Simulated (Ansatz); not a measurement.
# YNbN2: what a guessed cell relaxes into

The task: take a trial cell of YNbN2 to zero force and stress.

Program: Ansatz 0.2.0. Level of theory: DFT PBE, scalar-relativistic, plane waves, PAW. These are calculated values, not measurements.

### Step 1. The starting structure

It takes space group P-3m1 (No. 164, trigonal). The conventional cell has a = 3.272 Å, b = 3.272 Å, c = 5.344 Å, α = 90.00°, β = 90.00°, γ = 120.00°. Y (site symmetry -3m) has 6 N at 2.50 Å and 2 Nb at 2.67 Å as nearest neighbours. Nb (site symmetry -3m) is surrounded by 6 N at 2.15 Å. N (site symmetry 3m) is surrounded by 3 Nb at 2.15 Å and 3 Y at 2.50 Å.

Coordinates:

```cif
data_structure
_symmetry_space_group_name_H-M 'P 1'
_symmetry_Int_Tables_number 1
_cell_length_a 3.2722
_cell_length_b 3.2722
_cell_length_c 5.3439
_cell_angle_alpha 90.000
_cell_angle_beta 90.000
_cell_angle_gamma 120.000
_cell_volume 49.55
loop_
_atom_site_label
_atom_site_type_symbol
_atom_site_fract_x
_atom_site_fract_y
_atom_site_fract_z
_atom_site_occupancy
Y1 Y 0.00000 0.00000 0.50000 1
Nb1 Nb 0.00000 0.00000 0.00000 1
N1 N 0.33333 0.66667 0.80710 1
N2 N 0.66667 0.33333 0.19290 1
```

Recipe of the guess: close-packed anion layers stacked AB|A, with sites between them filled layer by layer (P-3m1, No. 164). Its size is a rough estimate.

### Step 2. Probe: one point on a coarse mesh

File input.yaml:

```yaml
crystal:
  lattice:
    - [3.27216884, 0.0, 0.0]
    - [-1.63608442, 2.83378134, 0.0]
    - [0.0, 0.0, 5.34387202]
  atoms:
    - { symbol: "Y", position: [0.0, 0.0, 0.5] }
    - { symbol: Nb, position: [0.0, 0.0, 0.0] }
    - { symbol: "N", position: [0.33333333, 0.66666667, 0.80710362] }
    - { symbol: "N", position: [0.66666667, 0.33333333, 0.19289638] }
basis:
  ecutwfc: 420
kpoints:
  mp_grid: { grid: [6, 6, 4] }
hamiltonian:
  xc: pbe
scf:
  occupations: { method: gaussian, width: 0.1 }
  lower_state_search: "off"
output:
  forces: true
  stress: true
  eigenvalues: true
```

On the command line:

```sh
> ansatz run input.yaml --threads 1 --pin off --max-ram 2048MiB --backend cpu --events-out ev --progress --plain --runs-dir out
```

The session goes on with these runs: rough relaxation on the coarse mesh; full relaxation.

**Question.** What will these runs give? Wanted: conventional cell; volume; energy over the elements; gap on the mesh.

**Answer**, as computed:

| quantity | value |
| --- | --- |
| symmetry at the end (tolerance 0.05 Å) | space group P-3m1 (No. 164) |
| conventional cell | a = 3.208 Å, b = 3.208 Å, c = 5.743 Å, α = 90.00°, β = 90.00°, γ = 120.00° |
| volume | 12.79 Å³/atom |
| energy over the elements (uncorrected; H, N, O, F and Cl as molecules) | -1.03 eV/atom |
| gap on the mesh | none (metal) |

The space group P-3m1 (No. 164) is kept, and the volume per atom grows by 3.3 % from the first guess. A negative formation energy is needed for stability but isn't enough; other structures and compounds were not set against it here. No finished test with a distortion of lower symmetry is shown, so the end may be a saddle point.
